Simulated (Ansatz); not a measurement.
## H₄OSi, SMILES O[SiH3]: the interaction energy of a dimer with the counterpoise correction, step by step

Program: Ansatz's Python interface.

Run as a notebook:

In [1]:
```python
import ansatz as az

FIRST = [
    ('O', (0.6099, -0.9822, 0.3985)),
    ('Si', (-0.0571, 0.3744, -0.1976)),
    ('H', (0.1066, -1.6224, 0.8918)),
    ('H', (-1.1317, 0.0436, -1.1349)),
    ('H', (1.0841, 1.0, -0.8452)),
    ('H', (-0.6118, 1.1866, 0.8873)),
]
SECOND = [
    ('O', (1.8725, -0.7866, -2.6788)),
    ('Si', (2.3826, -2.2395, -3.1981)),
    ('H', (1.7513, -0.5901, -1.7551)),
    ('H', (3.7043, -2.5418, -2.6462)),
    ('H', (2.4036, -2.0433, -4.6383)),
    ('H', (1.4471, -3.2854, -2.7796)),
]

def energy(atoms, ghosts=()):
    molecule = az.Crystal.molecule()
    for symbol, xyz in atoms:
        molecule = molecule.atom(symbol, xyz)
    calc = (
        molecule.calculation()
        .basis(gaussian='cc-pVDZ')
        .functional('pbe0')
    )
    deck = calc.input()
    if ghosts:
        deck = deck.set(az.key.basis.gaussian.ghost_atoms, [{'symbol': s, 'position_ang': list(xyz)} for s, xyz in ghosts])
    return az.Session.from_dict(deck).plan().execute().report['free_energy_ev']
```

In [2]:
```python
# monomers in their own basis and in the basis of the dimer
both = energy(FIRST + SECOND)
alone = energy(FIRST) + energy(SECOND)
ghosted = energy(FIRST, SECOND) + energy(SECOND, FIRST)
print(f'dimer {both:.6f} eV')
print(f'interaction, uncorrected   {(both - alone):8.3f} eV')
print(f'interaction, counterpoise  {(both - ghosted):8.3f} eV')
print(f'basis-set superposition    {(alone - ghosted):8.3f} eV')
```
```text
dimer -19969.267033 eV
interaction, uncorrected     -0.091 eV
interaction, counterpoise    -0.019 eV
basis-set superposition       0.072 eV
```

Uncorrected it is -0.091 eV, with the counterpoise correction -0.019 eV; the difference, 0.072 eV, is the superposition error.

Total energies depend on the basis set; only differences at equal settings carry meaning. The dimer is a generated trial pose of unrelaxed monomers, not a minimum, so the figure is no binding energy, and the basis set is small. This level lacks the dispersion part of the attraction (electrostatics and induction are there), which can decide the sign where the interaction is weak. Finished in 7.8 s on 1 thread of Arm Neoverse V2, on a shared host, peak memory 0.25 GiB.
